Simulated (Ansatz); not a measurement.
# Al2O3: the cost of one run

Computed with Ansatz 0.2.0 (DFT LDA, scalar-relativistic, plane waves, PAW, unless a step's input says otherwise).

3 further runs of the same task are left out: 3 set aside as unsound or not needed.

### 1 Starting point

The structure is trigonal, space group P-3m1 (No. 164). Conventional cell: a = 2.963 Å, b = 2.963 Å, c = 7.355 Å, α = 90.00°, β = 90.00°, γ = 120.00°. Around Al (site symmetry 3m) lie 4 O at 1.66 to 1.81 Å. O (site symmetry 3m) has 3 Al at 1.81 Å in its first shell of neighbours. Around O (site symmetry -3m) lie 2 Al at 1.66 Å.

Structure file:

```
Al O
1.0
     2.96265    0.00000    0.00000
     0.00000    5.13145    0.00000
     0.00000    0.00000    7.35487
Al O
4 6
Direct
  0.50000 0.50000 0.27446
  0.00000 0.00000 0.27446
  0.00000 0.00000 0.72554
  0.50000 0.50000 0.72554
  0.00000 0.33333 0.19529
  0.50000 0.83333 0.19529
  0.50000 0.16667 0.80471
  0.00000 0.66667 0.80471
  0.00000 0.00000 0.50000
  0.50000 0.50000 0.50000
```

It goes back to an entry of the Materials Project, which need not be the stable form.

It is built from the cell relaxed beforehand with the same method (11.18 Å³/atom).

### 2 Zero of the scan

Contents of input.yaml:

```yaml
crystal:
  lattice:
    - [2.9626459599, 0.0, 0.0]
    - [0.0, 5.1314533273, 0.0]
    - [0.0, 0.0, 7.3548745066]
  atoms:
    - { symbol: Al, position: [0.5, 0.5, 0.2744622004] }
    - { symbol: Al, position: [0.0, 0.0, 0.2744622004] }
    - { symbol: Al, position: [1.0, 0.0, 0.7255377996] }
    - { symbol: Al, position: [0.5, 0.5, 0.7255377996] }
    - { symbol: O, position: [1.0, 0.3333333333, 0.1952854226] }
    - { symbol: O, position: [0.5, 0.8333333333, 0.1952854226] }
    - { symbol: O, position: [0.5, 0.1666666667, 0.8047145774] }
    - { symbol: O, position: [1.0, 0.6666666667, 0.8047145774] }
    - { symbol: O, position: [0.0, 0.0, 0.5] }
    - { symbol: O, position: [0.5, 0.5, 0.5] }
basis:
  ecutwfc: 420
kpoints:
  mp_grid: { grid: [8, 4, 4] }
hamiltonian:
  xc: lda
scf:
  occupations: { method: gaussian, width: 0.05 }
output:
  forces: true
  stress: true
  eigenvalues: true
```

Started as:

```sh
ansatz run input.yaml --threads 2 --pin off --max-ram 5120MiB --backend cpu --events-out ev --progress --plain --runs-dir out
```

**Question.** How long does this run take on 2 threads of Intel Xeon at 2.50GHz (Skylake/Cascade Lake), shared host, and how much memory does it need?

About 9.8 s, with a peak of 0.45 GiB.
